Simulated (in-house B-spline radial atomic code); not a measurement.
**Os⁶⁹⁺: excited configurations**

Wanted: excitation energies of Os⁶⁹⁺ as differences of total energies (ΔSCF).

Method: Dirac-Hartree-Fock, average of configuration, Fermi nucleus, basis-set limit. Code: in-house B-spline radial atomic code version 1.

### 1 Starting point

| Property | Result |
| --- | --- |
| element | osmium (Z = 76) |
| charge | +69 |
| electrons | 7 |
| configuration | [He] 2s2 2p3 |
| Hamiltonian | Dirac-Coulomb |
| nucleus | Fermi, rms radius 5.413 fm |

Outer shells as boxes (Hund's rule):

[He] 2s2 2p3
```
[He] core
2s [↑↓]
2p [↑ ][↑ ][↑ ]
```

The boxes draw the filling by Hund's rule, which heavy ions in jj coupling don't follow; these runs average over all states of the configuration.

Settings, as recorded:

```ini
Z = 76
electrons = 7.0
configuration = [He] 2s2 2p3
hamiltonian = dirac
method = hf
spin_polarised = False
nucleus = fermi
rms_radius = 5.4126
mass_number = 192
atomic_mass = 191.961478765
speed_of_light = 137.035999084
```

This reference run was done before. Its total energy is -9824.200568 hartree, and its levels are (the highest eight at most):

```tsv
orbital	occupation	energy (eV)	<r> (bohr)
1s1/2	2	-81816.3	0.01768
2s1/2	2	-19633.9	0.07208
2p1/2	1	-19301.5	0.05924
2p3/2	2	-17658.5	0.06678
```

### 2 Configuration [He] 2s2 2p2 5f1

Settings, as recorded:

```ini
Z = 76
electrons = 7.0
configuration = [He] 2s2 2p2 5f1
hamiltonian = dirac
method = hf
spin_polarised = False
nucleus = fermi
rms_radius = 5.4126
mass_number = 192
atomic_mass = 191.961478765
speed_of_light = 137.035999084
```

### 3 Configuration [He] 2s2 2p2 4f1

The settings differ from step 2 so:

```diff
@@ -2,3 +2,3 @@
 electrons = 7.0
-configuration = [He] 2s2 2p2 5f1
+configuration = [He] 2s2 2p2 4f1
 hamiltonian = dirac
```

### 4 Run with [He] 2s1 2p3 6p1

The settings differ from step 3 so:

```diff
@@ -2,3 +2,3 @@
 electrons = 7.0
-configuration = [He] 2s2 2p2 4f1
+configuration = [He] 2s1 2p3 6p1
 hamiltonian = dirac
```

### 5 Configuration [He] 2s1 2p3 6s1

The settings differ from step 4 so:

```diff
@@ -2,3 +2,3 @@
 electrons = 7.0
-configuration = [He] 2s1 2p3 6p1
+configuration = [He] 2s1 2p3 6s1
 hamiltonian = dirac
```

### 6 Configuration [He] 2s1 2p3 5s1

The settings differ from step 5 so:

```diff
@@ -2,3 +2,3 @@
 electrons = 7.0
-configuration = [He] 2s1 2p3 6s1
+configuration = [He] 2s1 2p3 5s1
 hamiltonian = dirac
```

Q: How far above the reference does each configuration lie (order and size, in eV)?

**Answer**, as computed:

| net move | configuration | energy above the reference (eV) | with Breit, QED, recoil (eV) | largest <r> (bohr) |
| --- | --- | --- | --- | --- |
| 2p → 4f | [He] 2s2 2p2 4f1 | 14007.9 | 13979.4 | 0.255 |
| 2p → 5f | [He] 2s2 2p2 5f1 | 15516.6 | 15488.1 | 0.446 |
| 2s → 5s | [He] 2s1 2p3 5s1 | 16757.4 | 16714.1 | 0.495 |
| 2s → 6s | [He] 2s1 2p3 6s1 | 17659.0 | 17614.7 | 0.722 |
| 2s → 6p | [He] 2s1 2p3 6p1 | 17710.4 | 17665.6 | 0.735 |

Quantum defects of the promoted electron, δ = n − ζ/√(−2ε) with ζ = 70 and ε its orbital energy in hartree:

| promotion | δ |
| --- | --- |
| 2p → 4f | 0.014 |
| 2p → 5f | 0.020 |
| 2s → 5s | 0.242 |
| 2s → 6s | 0.233 |
| 2s → 6p | 0.110 |

The lowest of them is 2p → 4f at 14007.9 eV and the highest 2s → 6p at 17710.4 eV. Of those tabulated, the defect is largest for 5s (0.24) and least for 4f (0.01); at this charge much of the defect is relativistic. Two partly filled shells share a symmetry and can mix in the average, which may lower the energy, for: 2s → 5s; 2s → 6s; 2s → 6p. These are averages over configurations, without correlation, not spectroscopic levels.
